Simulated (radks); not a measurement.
**The series with 4 electrons, Ag⁴³⁺ to Bi⁷⁹⁺**

An exercise on one series of results from a longer session: the logs are not shown, and one member is left open.

The numbers are computed with radks (a radial shooting solver on a logarithmic mesh, Libxc functionals) version 1 (Dirac Kohn-Sham, PBE, spin-unpolarised, spherical densities, point nucleus), except any that are marked as measured or tabulated.

### Starting point

```
electrons     : 4
ions          : Ag⁴³⁺, In⁴⁵⁺, Sb⁴⁷⁺, I⁴⁹⁺, Cs⁵¹⁺, La⁵³⁺, Pr⁵⁵⁺, Pm⁵⁷⁺, Eu⁵⁹⁺, Tb⁶¹⁺, Ho⁶³⁺, Tm⁶⁵⁺, Lu⁶⁷⁺, Ta⁶⁹⁺, Re⁷¹⁺, Ir⁷³⁺, Au⁷⁵⁺, Tl⁷⁷⁺, Bi⁷⁹⁺
configuration : [He] 2s2
```

Outer shells as boxes (Hund's rule):

[He] 2s2
```
[He] core
2s [↑↓]
```

The first run:

The run's settings:

```text
Z 47
configuration [He] 2s2 2p0 3s0 3d0
relativity Dirac
functional pbe,pbe
spin unpolarised
j_filling energy
nucleus point
c 137.035999084
```

Among the steps run: Ag⁴³⁺.

One of the session's tables, all rows but one given; the rest of the session is left out.

It belongs to the step «Ag⁴³⁺». Radial moments (bohr):

```
level      <r>  outermost maximum (interpolated)  90 % within  nodes
1s1/2  0.03096                            0.0201       0.0555      0
2s1/2   0.1263                             0.110        0.194      1
2p1/2   0.1056                            0.0837        0.171      0
2p3/2        ?                                 ?            ?      ?
3s1/2   0.2913                             0.281        0.421      2
3d3/2   0.2348                             0.201        0.355      0
3d5/2   0.2370                             0.203        0.357      0
```

**Question.** Estimate the row for 2p3/2.

**Answer.** <r>: 0.1100; outermost maximum (interpolated): 0.0875; 90 % within: 0.177; nodes: 0. In the column «<r>» it lies between 2p1/2 (0.1056) and 2s1/2 (0.1263).
